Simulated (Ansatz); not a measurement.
Runs of Ansatz 0.2.0 on NaLaMnMoO6. It takes space group I-4 (No. 82, tetragonal). Conventional cell: a = 5.446 Å, b = 5.446 Å, c = 7.798 Å, α = 90.00°, β = 90.00°, γ = 90.00°. Na (site symmetry -4) is surrounded by 8 O at 2.51 to 2.72 Å. La (site symmetry -4) is surrounded by 8 O at 2.51 to 2.72 Å. Mn (site symmetry -4) has 6 O at 1.93 to 1.94 Å as nearest neighbours. Mo (site symmetry -4) has 6 O at 1.96 to 1.97 Å as nearest neighbours. O (site symmetry 1) is surrounded by 1 Mn at 1.94 Å and 1 Mo at 1.97 Å. O (site symmetry 2) is surrounded by 1 Mn at 1.93 Å and 1 Mo at 1.96 Å. The cell was built by a generator and needn't be a form met in nature.

```csv
task,level,cell,k mesh,cutoff (eV),points for each segment of the path,mesh quality,gap on the mesh (eV),pressure (GPa),moment (μB),relaxed volume (Å³/atom),largest force (eV/Å)
relaxation of cell and atoms,PBE,relaxed,5 × 5 × 5,420,-,not flagged,none,0.0,2.68,11.71,-
single point,HSE03,as given,3 × 3 × 3,420,-,coarse,none,-0.1,3.22,-,2.68
relaxation of cell and atoms,PBEsol+D3(BJ),relaxed,5 × 5 × 5,420,-,not flagged,none,0.0,1.24,(b),-
band structure,PBE,as given,7 × 7 × 7,420,10,not flagged,none,0.3,1.96,-,0.08
single point,r2SCANh,as given,3 × 3 × 3,500,-,coarse,none,-4.1,1.67,-,(a)
```

Alike in all rows: potentials or basis Ansatz PAW; spin collinear, ferromagnetic start; smearing fermi-dirac 0.05 eV.

**Question.** Estimate the missing entries.

**Answer.** (a) 0.56; (b) 10.89.

Caveats: some runs use coarse meshes; a cell with one magnetic atom can't hold antiferromagnetic order, which such compounds often take; the starting moments weren't kept; semilocal functionals often make such compounds metallic where correlation or magnetic order opens a gap, which also shifts bond lengths (some runs); the PAW data sets come from PBE, with cores solved anew for the run's functional, which leaves a small shift of forces and pressure (some runs); the plane-wave basis is chosen anew once the cell has moved, so the energies of steps on either side of that aren't comparable (some runs); the magnetic or orbital state may not be the lowest (some runs); the thresholds are loose for stress (some runs).

A k mesh can miss the band edges, and the runs leave out spin-orbit coupling on La, Mo.

A gap of «none» marks a metal or a gap under the smearing width.
